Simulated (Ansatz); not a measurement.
# Cl4Zr: the cost of one run

Program: Ansatz 0.2.0. Level of theory: RKS PBE-D4/def2-SVP. These are calculated values, not measurements.

## (1) Starting point

Bond lengths: Zr1–Cl2 2.520 Å, Zr1–Cl3 2.520 Å, Zr1–Cl4 2.518 Å, Zr1–Cl5 2.518 Å. Angles: Cl2–Zr1–Cl3 109.5°, Cl2–Zr1–Cl4 109.5°, Cl2–Zr1–Cl5 109.5°, Cl3–Zr1–Cl4 109.5°, Cl3–Zr1–Cl5 109.5°, Cl4–Zr1–Cl5 109.5°.

As a file:

```xyz
5

Zr    0.0000    0.0000    0.0000
Cl    0.0000    0.0000    2.5200
Cl    2.3764    0.0000   -0.8392
Cl   -1.1869    2.0563   -0.8392
Cl   -1.1869   -2.0563   -0.8392
```

## (2) Relaxing the start

Input file input.yaml:

```yaml
crystal:
  periodic: [false, false, false]
  atoms:
    - { symbol: Zr, position_ang: [0.0, 0.0, 0.0] }
    - { symbol: Cl, position_ang: [0.0, 0.0, 2.52] }
    - { symbol: Cl, position_ang: [2.3764, 0.0, -0.8392] }
    - { symbol: Cl, position_ang: [-1.1869, 2.0563, -0.8392] }
    - { symbol: Cl, position_ang: [-1.1869, -2.0563, -0.8392] }
basis:
  gaussian: { orbitals: def2-SVP }
hamiltonian:
  xc: pbe
  dispersion: d4
relax:
  f_tol: 0.02
  max_steps: 40
output:
  orbitals: {}
```

Command:

```bash
$ ansatz run input.yaml --threads 2 --pin off --max-ram 3072MiB --backend cpu --events-out ev --progress --plain --runs-dir out
```

What time and memory should one allow on 2 threads of Arm Neoverse V2, shared host?

About 8.4 s, with a peak of 0.15 GiB.
